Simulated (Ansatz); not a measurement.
**C₃H₈AlF: up Jacob's ladder to CCSD(T)**

The task here is to estimate one member of a computed series from the others.

The runs use Ansatz 0.2.0, Gaussian basis; functionals in def2-TZVPP, the program's frozen cores in correlated methods.

The runs, in order: PBE-D4, r2SCAN-D4, PBE0-D4, B3LYP-D4, ωB97X-V, ωB97M-V, B2PLYP; CCSD(T)/def2-TZVPP; MP2/def2-QZVPP; extrapolation to the limit.

### The geometry

The geometry comes from an earlier relaxation with PBE0-D4 in a triple-zeta def2 set; it is a stationary point, not always the lowest conformer.

SMILES `CC[CH](F)[AlH2]`, 13 atoms, charge 0, spin multiplicity 1.

Atoms are counted from 1 here; the program's logs count them from 0.

Bond lengths: C1–C2 1.521 Å, C1–H6 1.092 Å, C1–H7 1.094 Å, C1–H8 1.091 Å, C2–C3 1.519 Å, C2–H9 1.097 Å, C2–H10 1.097 Å, C3–F4 1.411 Å, C3–Al5 1.989 Å, C3–H11 1.101 Å, Al5–H12 1.590 Å, Al5–H13 1.584 Å. Angles: C2–C1–H6 111.3°, C2–C1–H7 110.8°, C2–C1–H8 110.7°, H6–C1–H7 108.0°, H6–C1–H8 108.1°, H7–C1–H8 107.9°, C1–C2–C3 113.5°, C1–C2–H9 110.0°, C1–C2–H10 109.5°, C3–C2–H9 107.7°, C3–C2–H10 109.6°, H9–C2–H10 106.3°, C2–C3–F4 108.9°, C2–C3–Al5 114.5°, C2–C3–H11 107.9°, F4–C3–Al5 109.5°, F4–C3–H11 105.6°, Al5–C3–H11 110.1° and more.

Set-up of the first run:

Contents of in.yaml:

```yaml
crystal:
  periodic: [false, false, false]
  atoms:
    - {symbol: C, position_ang: [-1.892276, 0.325997, -0.157733]}
    - {symbol: C, position_ang: [-0.470798, 0.394488, 0.379434]}
    - {symbol: C, position_ang: [0.519185, -0.431789, -0.422772]}
    - {symbol: F, position_ang: [0.532403, 0.035792, -1.753957]}
    - {symbol: Al, position_ang: [2.372657, -0.428038, 0.299976]}
    - {symbol: H, position_ang: [-2.568888, 0.950483, 0.430122]}
    - {symbol: H, position_ang: [-2.269203, -0.700089, -0.128600]}
    - {symbol: H, position_ang: [-1.929697, 0.667435, -1.193411]}
    - {symbol: H, position_ang: [-0.443667, 0.033939, 1.415341]}
    - {symbol: H, position_ang: [-0.139349, 1.439403, 0.407527]}
    - {symbol: H, position_ang: [0.135685, -1.463018, -0.474206]}
    - {symbol: H, position_ang: [2.612510, -1.092532, 1.724752]}
    - {symbol: H, position_ang: [3.561937, 0.233329, -0.511573]}
basis:
  gaussian: {orbitals: def2-TZVPP}
hamiltonian: {xc: pbe, dispersion: d4}
output: {forces: true, orbitals: {seedname: orbitals}}
```

Started as:

```
> ansatz run in.yaml --threads 4 --pin off --events-out ev --progress --plain --max-ram 10444MiB
```

Among the steps run: PBE-D4 (GGA); r2SCAN-D4 (meta-GGA); PBE0-D4 (hybrid); B3LYP-D4 (hybrid); ωB97X-V (range-separated); ωB97M-V (range-separated); B2PLYP (double hybrid); CCSD(T) in def2-TZVPP; MP2 in def2-QZVPP.

One of the session's tables, all rows but one given; the rest of the session is left out.

```
            method  atomisation energy (kcal/mol)
            PBE-D4                         1123.5
         r2SCAN-D4                         1110.1
           PBE0-D4                         1108.9
          B3LYP-D4                         1107.5
           ωB97X-V                         1111.3
           ωB97M-V                         1110.8
            B2PLYP                              ?
     HF/def2-TZVPP                          829.4
    MP2/def2-TZVPP                         1093.8
   CCSD/def2-TZVPP                         1069.7
CCSD(T)/def2-TZVPP                         1082.8
           MP2/CBS                         1119.1
       CCSD(T)/CBS                         1108.1
```

**Question.** Estimate the row for B2PLYP.

As computed: atomisation energy (kcal/mol): 1096.0. In the column «atomisation energy (kcal/mol)» it lies between MP2/def2-TZVPP (1093.8) and B3LYP-D4 (1107.5).

To keep in mind: Free atoms (3 C, 1 F, 1 Al, 8 H) were run apart at each level; the atomisation energy is their sum less the molecule, without zero-point or spin-orbit terms.
